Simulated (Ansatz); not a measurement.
# InH3 (SMILES [H][In]([H])[H]): PBE0/STO-3G

What is the vertical ionisation energy of InH3 at PBE0/STO-3G? 

The calculation is run with Ansatz 0.2.0.

27 further runs of the same task are left out: 1 that didn't finish, 26 set aside as unsound or not needed.

## 1. The system as given

InH3 has 4 atoms, charge 0, and is taken as a singlet. As SMILES, `[H][In]([H])[H]`. The shape comes from GFN2-xTB, which is rough for such elements, and wasn't checked as a minimum.

Bond lengths: In1–H2 1.719 Å, In1–H3 1.719 Å, In1–H4 1.718 Å. Angles: H2–In1–H3 120.0°, H2–In1–H4 120.1°, H3–In1–H4 119.9°.

## 2. A single-point energy at PBE0/STO-3G

The input, input.yaml:

```yaml
crystal:
  periodic: [false, false, false]
  atoms:
    - {symbol: In, position_ang: [0.000640, -0.000740, -0.000540]}
    - {symbol: H, position_ang: [1.718930, -0.027790, 0.013510]}
    - {symbol: H, position_ang: [-0.834510, 1.501400, -0.017780]}
    - {symbol: H, position_ang: [-0.885060, -1.472880, 0.004810]}
basis:
  gaussian: {orbitals: STO-3G}
hamiltonian: {xc: {name: PBE0}}
accuracy: high
```

Launch:

```console
ansatz run input.yaml --threads 1 --pin off --max-ram 2610MiB --events-out events.jsonl --progress --plain --runs-dir runs
```

The log of the run:

```text
Warning: RAYON_NUM_THREADS=1 ignored (pool sized by the plan → 1); use --threads N
Functional definition: PBE0
  name "PBE0"
  parameter a = 0.25
  parameter kappa = 0.804
  parameter beta = 0.06672455060314922
  exchange = (1 - a)*pbe_x(kappa = kappa, mu = beta*pi^2/3) + a*exact_x
  correlation = pbe_c(beta = beta)
527 factors; integrals over basis functions are off by at most 4.0e-9 eV
mean field evaluation 1: about -154732.5749 eV, gradient 1.1e1 eV
mean field evaluation 2: about -154733.0291 eV, gradient 5.1e0 eV
mean field evaluation 4: about -154733.1493 eV, gradient 9.6e-2 eV
mean field evaluation 8: about -154733.0989 eV, gradient 1.4e-3 eV
mean field -154733.09887152 eV, -5686.3365016670 hartree, gradient 2.4e-8 eV, S^2 0.000000; 0 other end points of the search recorded, 0 dependent functions left out
reference -154733.09887284 eV, -5686.3365017153 hartree; 26, 26 occupied and 4, 4 virtual orbitals, 527 factors
Total energy: -154733.09887284 eV, -5686.3365017153 hartree
```

Run time: 0.68 s. Hardware: 1 thread of AMD EPYC 9R45 (Zen 5), shared host.

## 3. The doublet cation

Edit input.yaml of step 2 so:

```diff
@@ -8,4 +8,10 @@
 basis:
-  gaussian: {orbitals: STO-3G}
-hamiltonian: {xc: {name: PBE0}}
+  gaussian:
+    orbitals: STO-3G
+total_charge: 1
+magnetization:
+  spin_polarized: true
+  initial_magnetization: 1
+hamiltonian:
+  xc: {name: PBE0}
 accuracy: high
```

Launch:

```console
ansatz run input.yaml --threads 1 --pin off --max-ram 2610MiB --events-out events.jsonl --progress --plain --runs-dir runs
```

The log of the run, cut to the lines that bear on the results:

```text
Warning: RAYON_NUM_THREADS=1 ignored (pool sized by the plan → 1); use --threads N
[... 7 set-up lines as earlier in the session ...]
523 factors; integrals over basis functions are off by at most 4.0e-9 eV
mean field evaluation 1: about -154722.3534 eV, gradient 1.6e1 eV
mean field evaluation 2: about -154723.8140 eV, gradient 1.0e1 eV
mean field evaluation 4: about -154724.7957 eV, gradient 2.9e-1 eV
mean field evaluation 8: about -154724.7628 eV, gradient 1.3e-1 eV
mean field evaluation 16: about -154724.7744 eV, gradient 4.5e-2 eV
mean field evaluation 32: about -154724.7698 eV, gradient 5.8e-3 eV
mean field -154724.77447421 eV, -5686.0305857081 hartree, gradient 2.5e-8 eV, S^2 0.757531; 2 other end points of the search recorded, 0 dependent functions left out
reference -154724.77447556 eV, -5686.0305857579 hartree; 26, 25 occupied and 4, 5 virtual orbitals, 523 factors
Total energy: -154724.77447556 eV, -5686.0305857579 hartree
```

Run time: 2.9 s. Hardware: 1 thread of AMD EPYC 9R45 (Zen 5), shared host; peak memory 0.17 GiB.

## 4. Results

Level: PBE0/STO-3G.

```
                                          quantity           value
                        singlet InH3: total energy  -5686.33650 Eh
                      doublet cation: total energy  -5686.03059 Eh
                              doublet cation: ⟨S²⟩           0.758
vertical ionisation energy (to the doublet cation)        8.324 eV
```

What this shows: The vertical ionisation energy comes to 8.32 eV (192 kcal/mol). In a minimal basis such a difference can be off by several eV, whatever the method. Relativity is left out (singlet InH3) although the molecule holds a heavy atom. Relativity is left out (doublet cation) although the molecule holds a heavy atom.
